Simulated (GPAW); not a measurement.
# Bi2Te3 (Tellurobismuthite) (R-3m) in GPAW: settings compared

The runs below take Bi2Te3 (Tellurobismuthite) through optical spectrum, with PBE, RPBE.

All numbers are computed with GPAW 26.7.0; they aren't measurements. Logs are shortened: lines on timing, memory, paths and dates and some standing lists are left out, and cuts for length are marked. The log counts tension as positive stress, the text compression.

### 1 Starting point

The structure is trigonal, space group R-3m (No. 166). The conventional cell has a = 4.386 Å, b = 4.386 Å, c = 30.497 Å, α = 90.00°, β = 90.00°, γ = 120.00°. Bi (site symmetry 3m) is surrounded by 6 Te at 3.07 to 3.25 Å. Around Te (site symmetry 3m) lie 3 Bi at 3.07 Å. Te (site symmetry -3m) has 6 Bi at 3.25 Å as nearest neighbours.

### 2 Optical spectrum, PBE

run.py

```python
from ase.dft.bandgap import bandgap
from ase.io import read, write
from gpaw import GPAW, PW
from gpaw.response.df import DielectricFunction

atoms = read('POSCAR')

calc = GPAW(mode=PW(400),
            xc='PBE',
            kpts={'size': (6, 6, 6), 'gamma': True},
            occupations={'name': 'fermi-dirac', 'width': 0.001},
            nbands=39,
            convergence={'density': 1e-06},
            maxiter=150,
            txt='gpaw.txt')
atoms.calc = calc
energy = atoms.get_potential_energy()
calc.write('gs.gpw')
write('result.traj', atoms)
print(f'Energy: {energy:.6f} eV')
print('Fermi level:', round(calc.get_fermi_level(), 4), 'eV')
print(f'Gap: {bandgap(calc)[0]:.4f} eV, direct: {bandgap(calc, direct=True)[0]:.4f} eV')

dense = calc.fixed_density(kpts={'size': (6, 6, 6), 'gamma': True},
                           nbands=70, convergence={'bands': 64, 'eigenstates': 1e-7},
                           update_fermi_level=True, txt='dense.txt')
dense.write('dense.gpw', mode='all')

df = DielectricFunction('dense.gpw', frequencies={'type': 'nonlinear', 'domega0': 0.05, 'omega2': 10},
                        eta=0.1, ecut=50, nbands=64, intraband=False, txt='df.txt')
for direction in ['x', 'z']:
    df.get_dielectric_function(xc='RPA', direction=direction, filename=f'df_{direction}.csv')
    e0, e = df.get_macroscopic_dielectric_constant(xc='RPA', direction=direction)
    print(f'{direction}: static eps {e0:.4f} without, {e:.4f} with local fields')
```

POSCAR

```
Bi2Te3
1.0
    2.1930000000      1.2661291403     10.1656666667
   -2.1930000000      1.2661291403     10.1656666667
    0.0000000000     -2.5322582807     10.1656666667
Bi Te
2 3
Direct
    0.6000000000      0.6000000000      0.6000000000
    0.4000000000      0.4000000000      0.4000000000
    0.7905000000      0.7905000000      0.7905000000
    0.2095000000      0.2095000000      0.2095000000
    0.0000000000      0.0000000000      0.0000000000
```

Potentials or basis: GPAW PAW data sets (gpaw-data 1.2.1), pw.

Launch:

```
$ OMP_NUM_THREADS=1 python run.py
```

gpaw.txt:

```text
__  _  _
 | _ |_)|_||  |
 |__||  | ||/\| - 26.7.0

Input parameters:
  mode=PW(ecut=400.0),
  convergence={'density': 1e-06},
  kpts=MonkhorstPack(size=(6, 6, 6), gamma=True),
  maxiter=150,
  nbands=39,
  occupations=Occupations(name='fermi-dirac', width=0.001),
  xc=XC(name='PBE')

Diagonalizing LCAO Hamiltonian
Converting LCAO to pw mode

       Te

       Bi

       Bi

       Te

       Te

Atoms  # Å, Bohr magnetons
|   | symbol |        x |         y |         z |    initial magnetic moments |
|---|--------|----------|-----------|-----------|-----------------------------|
| 0 |     Bi | 0.000000 | -0.000000 | 18.298200 | ( 0.0000,  0.0000,  0.0000) |
| 1 |     Bi | 0.000000 | -0.000000 | 12.198800 | ( 0.0000,  0.0000,  0.0000) |
| 2 |     Te | 0.000000 | -0.000000 | 24.107879 | ( 0.0000,  0.0000,  0.0000) |
| 3 |     Te | 0.000000 | -0.000000 |  6.389122 | ( 0.0000,  0.0000,  0.0000) |
| 4 |     Te | 0.000000 |  0.000000 |  0.000000 | ( 0.0000,  0.0000,  0.0000) |

Unit cell  # Å
| periodic |         x |         y |         z |   lengths |    angles |
|----------|-----------|-----------|-----------|-----------|-----------|
|      yes |  2.193000 |  1.266129 | 10.165667 | 10.476312 | 24.166112 |
|      yes | -2.193000 |  1.266129 | 10.165667 | 10.476312 | 24.166112 |
|      yes |  0.000000 | -2.532258 | 10.165667 | 10.476312 | 24.166112 |

Number of symmetries: 12
Symmetry operations  # r_c * U_cc + t_c -> r_c
|    | kind |            matrix            |
|----|------|------------------------------|
|  0 |  E   |  1, 0, 0,  0, 1, 0,  0, 0, 1 |
|  1 |  σ   |  1, 0, 0,  0, 0, 1,  0, 1, 0 |
|  2 |  σ   |  0, 1, 0,  1, 0, 0,  0, 0, 1 |
|  3 |  C3  |  0, 1, 0,  0, 0, 1,  1, 0, 0 |
|  4 |  C3  |  0, 0, 1,  1, 0, 0,  0, 1, 0 |
|  5 |  σ   |  0, 0, 1,  0, 1, 0,  1, 0, 0 |
|  6 |  C2  |  0, 0,-1,  0,-1, 0, -1, 0, 0 |
|  7 |  S6  |  0, 0,-1, -1, 0, 0,  0,-1, 0 |
|  8 |  S6  |  0,-1, 0,  0, 0,-1, -1, 0, 0 |
|  9 |  C2  |  0,-1, 0, -1, 0, 0,  0, 0,-1 |
| 10 |  C2  | -1, 0, 0,  0, 0,-1,  0,-1, 0 |
| 11 |  i   | -1, 0, 0,  0,-1, 0,  0, 0,-1 |

BZ-sampling:
  Number of BZ points: 216
  Number of IBZ points: 32

  Monkhorst-Pack size: [6, 6, 6]
  Monkhorst-Pack shift: [0.08333333333333333, 0.08333333333333333, 0.08333333333333333]

K-points  # in reciprocal-cell coordinates
|     |                                coordinates |     weight |
|-----|--------------------------------------------|------------|
|   0 | (  0.00000000,   0.00000000,   0.00000000) | 0.00462963 |
|   1 | (  0.16666667,   0.00000000,  -0.16666667) | 0.02777778 |
|   2 | (  0.16666667,   0.00000000,   0.00000000) | 0.02777778 |
|   3 | (  0.16666667,   0.16666667,  -0.16666667) | 0.02777778 |
|   4 | (  0.16666667,   0.16666667,   0.00000000) | 0.02777778 |
|   5 | (  0.16666667,   0.16666667,   0.16666667) | 0.00925926 |
|   6 | (  0.33333333,  -0.16666667,  -0.16666667) | 0.02777778 |
|   7 | (  0.33333333,   0.00000000,  -0.33333333) | 0.02777778 |
|   8 | (  0.33333333,   0.00000000,  -0.16666667) | 0.05555556 |
|   9 | (  0.33333333,   0.00000000,   0.00000000) | 0.02777778 |
| ... |                                            |            |
|  31 | (  0.50000000,   0.50000000,   0.50000000) | 0.00462963 |

Plane wave coefficients: 3097
Cutoff: 400.0 eV

Spin-components: 1 (collinear spins)
Bands:           39
Projectors:      27
Spin-degeneracy: 2
Datatype:        complex128

Parallelization:
  kpt:    1
  domain: 1
  band:   1

Density:
  Valence electrons: 48.0
  Components: 1
  Grid points: [49 49 49]
  Charge: 0.0  # |e|

Potential:
  Grid points: [49 49 49]

species:
  Bi:
    name:    Bismuth
    Z:       83.0
    valence: 15
    core:    68
    charge:  0.0  # [|e|]
    compensation charges:
      type: gauss
      rc: 0.38  # [Å]
      lmax: 2
    cutoffs:
      filter: 2.23  # [Å]
      core: 2.33  # [Å]
    projectors
    | kind |    occ | energy [eV] | rcut [Å] |
    |------|--------|-------------|----------|
    |   6s |  2.000 |     -14.385 |    1.286 |
    |   6p |  3.000 |      -4.580 |    1.275 |
    |   5d | 10.000 |     -27.119 |    1.349 |
    |    s |        |      12.827 |    1.286 |
    |    p |        |      22.631 |    1.275 |
    |    d |        |       0.093 |    1.349 |

    Using partial waves for Bi as LCAO basis

  Te:
    name:    Tellurium
    Z:       52.0
    valence: 6
    core:    46
    charge:  0.0  # [|e|]
    compensation charges:
      type: gauss
      rc: 0.36  # [Å]
      lmax: 2
    cutoffs:
      filter: 2.09  # [Å]
      core: 3.17  # [Å]
    projectors
    | kind |    occ | energy [eV] | rcut [Å] |
    |------|--------|-------------|----------|
    |   5s |  2.000 |     -15.089 |    1.180 |
    |   5p |  4.000 |      -5.955 |    1.196 |
    |    s |        |      12.123 |    1.180 |
    |    p |        |      21.256 |    1.196 |
    |    d |        |       0.000 |    1.238 |

    Using partial waves for Te as LCAO basis

Reference energy: -1724068.816207  # eV

eigensolver:
  PPCG
  Converge bands: occupied
  niter=2

density mixing:
  MSR1-Mixer
  Pratt-step length: 0.05
  Maximum mixing coefficient: 0.75
  Old densities: 10
  SVD Regularization: 0.005
  Good broyden scale: 1.0
  Trust region scale: 1.0
  Backstep threshold: 4.0
  History deletion threshold: 6.0
  Fourier metric: weight=20.0, sigma=0.015

occupation numbers:
  Fermi-Dirac:
    width: 0.0010  # eV

poisson solver:
  ecut: 3200.0  # eV

xc functional:
  name: PBE with 2 nearest neighbor stencil

convergence criteria:
- Maximum integral of absolute [dens]ity change: 1e-06 electrons / valence electron
- Maximum [total energy] change in last 3 cyles: 0.0005 eV / valence electron
- Maximum integral of absolute [eigenst]ate change: 4e-08 eV^2 / valence electron
maximum number of iterations: 150

SCF iterations
|iter     | |      energy | eigst |  dens |
|---------|-|-------------|-------|-------|
|iter:   1| |  -20.118242 | -0.06 |       |
|iter:   2| |  -20.118632 | -2.09 | -1.33 |
|iter:   3| |  -20.096125c| -2.65 | -1.39 |
|iter:   4| |  -19.973247 | -3.20 | -1.58 |
|iter:   5| |  -19.969913 | -3.81 | -1.96 |
|iter:   6| |  -19.970554c| -4.42 | -2.45 |
|iter:   7| |  -19.970629c| -5.59 | -3.40 |
|iter:   8| |  -19.970647c| -6.10 | -3.83 |
|iter:   9| |  -19.970648c| -7.25 | -4.61 |
|iter:  10| |  -19.970648c| -7.99c| -4.91 |
|iter:  11| |  -19.970648c| -8.46c| -5.48 |
|iter:  12| |  -19.970648c| -9.05c| -6.25c|

Converged in 12 steps
Energy contributions relative to reference atoms: (reference = -1724068.816207)

Energy contributions:
  Kinetic:          58.322124
  Coulomb:         -56.065430
  Zero:             -2.472969
  External:          0.000000
  Xc:              -19.754372
  Entropy:           0.000000
  Spinorbit:         0.000000
  ----------------------------
  Free energy:     -19.970648
  Extrapolated:    -19.970648

dipole moment: (-0.000000, 0.000000, -130.111863)  # |e|*Ang

Fermi level: 6.221
Eigenvalues  # (at kpt = [0.000, 0.000, 0.000])
| band index |      eig [eV] | occ [0-2] |
|------------|---------------|-----------|
|          0 |       -17.419 |     2.000 |
|        ... |               |           |
|         16 |         3.903 |     2.000 |
|         17 |         4.237 |     2.000 |
|         18 |         4.237 |     2.000 |
|         19 |         4.263 |     2.000 |
|         20 |         4.263 |     2.000 |
|         21 |         5.103 |     2.000 |
[... 8 lines left out ...]
|         30 |        10.808 |     0.000 |
|         31 |        11.340 |     0.000 |
|        ... |               |           |
|         38 |        13.168 |     0.000 |

Gap: 0.261 eV
Transition (v -> c):
  (s=0, k=0, n=23, [0.00, 0.00, 0.00]) -> (s=0, k=0, n=24, [0.00, 0.00, 0.00])
No difference between direct/indirect transitions
# Writing to gs.gpw (mode='')
```

It took 20 min on 1 thread of Arm Neoverse V2, shared host; peak memory 1 GiB.

What came out:

```
Free energy            : -19.9706 eV
Band gap on the k mesh : 0.26 eV, direct
```

Dielectric function (mean over the directions given):
| energy (eV) | real part | imaginary part |
| --- | --- | --- |
| 0.25 | 40.04 | 4.35 |
| 0.88 | 48.63 | 14.99 |
| 1.54 | 31.61 | 68.07 |
| 2.18 | -14.96 | 40.04 |
| 2.79 | -15.41 | 12.28 |
| 3.43 | -9.56 | 6.04 |
| 4.16 | -5.56 | 3.33 |
| 4.79 | -3.25 | 3.09 |
| 5.38 | -1.63 | 2.02 |
| 6.07 | 0.03 | 2.44 |
| 6.63 | -0.16 | 4.30 |
| 7.29 | -0.93 | 4.09 |
| 8.07 | -1.43 | 3.40 |
| 8.71 | -1.51 | 2.18 |
| 9.27 | -1.51 | 1.66 |
| 9.96 | -1.05 | 1.33 |
| 10.57 | -0.80 | 1.22 |
| 11.20 | -0.73 | 1.04 |
| 11.96 | -0.49 | 0.74 |
| 12.53 | -0.36 | 0.66 |
| 13.24 | -0.16 | 0.58 |
| 13.85 | -0.07 | 0.57 |
| 14.48 | 0.07 | 0.51 |
| 15.13 | 0.26 | 0.54 |
| 15.94 | -0.04 | 0.85 |
| 16.64 | 0.05 | 0.48 |
| 17.36 | 0.13 | 0.45 |
| 18.12 | 0.20 | 0.41 |
| 18.90 | 0.21 | 0.37 |
| 19.87 | 0.23 | 0.29 |

Caveat: with so narrow a direct gap the onset needs a denser k mesh; the long-wavelength limit can be off by a per cent or two; spectra need much finer meshes, so this one isn't converged; independent-particle spectra lack excitons; spin-orbit coupling is left out, which as a rule narrows the gap of such compounds by several tenths of an eV; the program warned that so skewed a cell can give wrong results.

### 3 Optical spectrum, RPBE

run.py, as its differences from that of step 2:

```diff
@@ -8,3 +8,3 @@
 calc = GPAW(mode=PW(400),
-            xc='PBE',
+            xc='RPBE',
             kpts={'size': (6, 6, 6), 'gamma': True},
```

POSCAR is that of step 2.

Potentials or basis: the program's PAW data sets (release 1.2.1) made for this functional, pw.

Launch:

```
$ OMP_NUM_THREADS=1 python run.py
```

gpaw.txt:

```text
__  _  _
 | _ |_)|_||  |
 |__||  | ||/\| - 26.7.0

Input parameters:
  mode=PW(ecut=400.0),
  convergence={'density': 1e-06},
  kpts=MonkhorstPack(size=(6, 6, 6), gamma=True),
  maxiter=150,
  nbands=39,
  occupations=Occupations(name='fermi-dirac', width=0.001),
  xc=XC(name='RPBE')

Diagonalizing LCAO Hamiltonian
Converting LCAO to pw mode

       Te

       Bi

       Bi

       Te

       Te

Atoms  # Å, Bohr magnetons
|   | symbol |        x |         y |         z |    initial magnetic moments |
|---|--------|----------|-----------|-----------|-----------------------------|
| 0 |     Bi | 0.000000 | -0.000000 | 18.298200 | ( 0.0000,  0.0000,  0.0000) |
| 1 |     Bi | 0.000000 | -0.000000 | 12.198800 | ( 0.0000,  0.0000,  0.0000) |
| 2 |     Te | 0.000000 | -0.000000 | 24.107879 | ( 0.0000,  0.0000,  0.0000) |
| 3 |     Te | 0.000000 | -0.000000 |  6.389122 | ( 0.0000,  0.0000,  0.0000) |
| 4 |     Te | 0.000000 |  0.000000 |  0.000000 | ( 0.0000,  0.0000,  0.0000) |

Unit cell  # Å
| periodic |         x |         y |         z |   lengths |    angles |
|----------|-----------|-----------|-----------|-----------|-----------|
|      yes |  2.193000 |  1.266129 | 10.165667 | 10.476312 | 24.166112 |
|      yes | -2.193000 |  1.266129 | 10.165667 | 10.476312 | 24.166112 |
|      yes |  0.000000 | -2.532258 | 10.165667 | 10.476312 | 24.166112 |

Number of symmetries: 12
Symmetry operations  # r_c * U_cc + t_c -> r_c
|    | kind |            matrix            |
|----|------|------------------------------|
[... 126 lines left out ...]
  Fourier metric: weight=20.0, sigma=0.015

occupation numbers:
  Fermi-Dirac:
    width: 0.0010  # eV

poisson solver:
  ecut: 3200.0  # eV

xc functional:
  name: RPBE with 2 nearest neighbor stencil

convergence criteria:
- Maximum integral of absolute [dens]ity change: 1e-06 electrons / valence electron
- Maximum [total energy] change in last 3 cyles: 0.0005 eV / valence electron
- Maximum integral of absolute [eigenst]ate change: 4e-08 eV^2 / valence electron
maximum number of iterations: 150

SCF iterations
|iter     | |      energy | eigst |  dens |
|---------|-|-------------|-------|-------|
|iter:   1| |  -18.243307 | -0.06 |       |
|iter:   2| |  -18.243613 | -2.09 | -1.32 |
|iter:   3| |  -18.234078c| -2.61 | -1.37 |
|iter:   4| |  -18.108527 | -3.16 | -1.57 |
|iter:   5| |  -18.107734 | -3.75 | -1.95 |
|iter:   6| |  -18.108937c| -4.29 | -2.41 |
|iter:   7| |  -18.109034c| -5.49 | -3.36 |
|iter:   8| |  -18.109056c| -6.04 | -3.76 |
|iter:   9| |  -18.109057c| -7.23 | -4.54 |
|iter:  10| |  -18.109057c| -7.71c| -4.87 |
|iter:  11| |  -18.109057c| -8.24c| -5.44 |
|iter:  12| |  -18.109057c| -8.85c| -6.18c|

Converged in 12 steps
Energy contributions relative to reference atoms: (reference = -1724128.168571)

Energy contributions:
  Kinetic:          63.287207
  Coulomb:         -60.442561
  Zero:             -2.529312
  External:          0.000000
  Xc:              -18.424391
  Entropy:          -0.000000
  Spinorbit:         0.000000
  ----------------------------
  Free energy:     -18.109057
  Extrapolated:    -18.109057

dipole moment: (-0.000000, 0.000000, -129.844347)  # |e|*Ang

Fermi level: 6.362
Eigenvalues  # (at kpt = [0.000, 0.000, 0.000])
| band index |      eig [eV] | occ [0-2] |
|------------|---------------|-----------|
|          0 |       -17.384 |     2.000 |
|        ... |               |           |
|         16 |         4.017 |     2.000 |
|         17 |         4.339 |     2.000 |
|         18 |         4.339 |     2.000 |
|         19 |         4.364 |     2.000 |
|         20 |         4.364 |     2.000 |
|         21 |         5.198 |     2.000 |
[... 8 lines left out ...]
|         30 |        10.949 |     0.000 |
|         31 |        11.513 |     0.000 |
|        ... |               |           |
|         38 |        13.266 |     0.000 |

Gap: 0.310 eV
Transition (v -> c):
  (s=0, k=0, n=23, [0.00, 0.00, 0.00]) -> (s=0, k=0, n=24, [0.00, 0.00, 0.00])
No difference between direct/indirect transitions
# Writing to gs.gpw (mode='')
```

It took 21 min on 1 thread of Arm Neoverse V2, shared host; peak memory 1 GiB.

What came out:

* Free energy: -18.1091 eV
* Band gap on the k mesh: 0.31 eV, direct

Dielectric function (mean over the directions given):
| energy (eV) | real part | imaginary part |
| --- | --- | --- |
| 0.25 | 38.79 | 2.86 |
| 0.67 | 39.49 | 9.71 |
| 1.15 | 47.44 | 24.15 |
| 1.66 | 16.09 | 65.08 |
| 2.18 | -13.46 | 40.71 |
| 2.66 | -18.24 | 17.31 |
| 3.17 | -12.61 | 10.90 |
| 3.56 | -8.19 | 6.35 |
| 4.03 | -6.56 | 3.99 |
| 4.51 | -4.05 | 3.09 |
| 5.01 | -3.02 | 2.47 |
| 5.53 | -1.26 | 2.12 |
| 6.07 | -0.10 | 2.36 |
| 6.55 | 0.64 | 3.89 |
| 6.87 | -0.64 | 3.94 |
| 7.38 | -1.08 | 4.04 |
| 7.90 | -1.51 | 3.18 |
| 8.43 | -1.88 | 2.60 |
| 8.89 | -1.45 | 2.15 |
| 9.47 | -1.37 | 1.68 |
| 9.76 | -1.21 | 1.31 |
| 10.26 | -0.96 | 1.24 |
| 10.78 | -0.82 | 1.19 |
| 11.31 | -0.71 | 1.06 |
| 11.85 | -0.56 | 0.74 |
| 12.30 | -0.43 | 0.71 |
| 12.77 | -0.30 | 0.65 |
| 13.24 | -0.16 | 0.59 |
| 13.72 | -0.09 | 0.59 |
| 14.22 | 0.01 | 0.51 |
| 14.73 | 0.11 | 0.49 |
| 15.26 | 0.29 | 0.56 |
| 15.80 | 0.16 | 0.96 |
| 16.21 | -0.05 | 0.61 |
| 16.78 | 0.10 | 0.47 |
| 17.36 | 0.12 | 0.45 |
| 17.96 | 0.19 | 0.41 |
| 18.58 | 0.22 | 0.38 |
| 19.22 | 0.21 | 0.34 |
| 19.87 | 0.23 | 0.30 |

Caveat: with so narrow a direct gap the onset needs a denser k mesh; the long-wavelength limit can be off by a per cent or two; spectra need much finer meshes, so this one isn't converged; independent-particle spectra lack excitons; spin-orbit coupling is left out, which as a rule narrows the gap of such compounds by several tenths of an eV; the program warned that so skewed a cell can give wrong results.
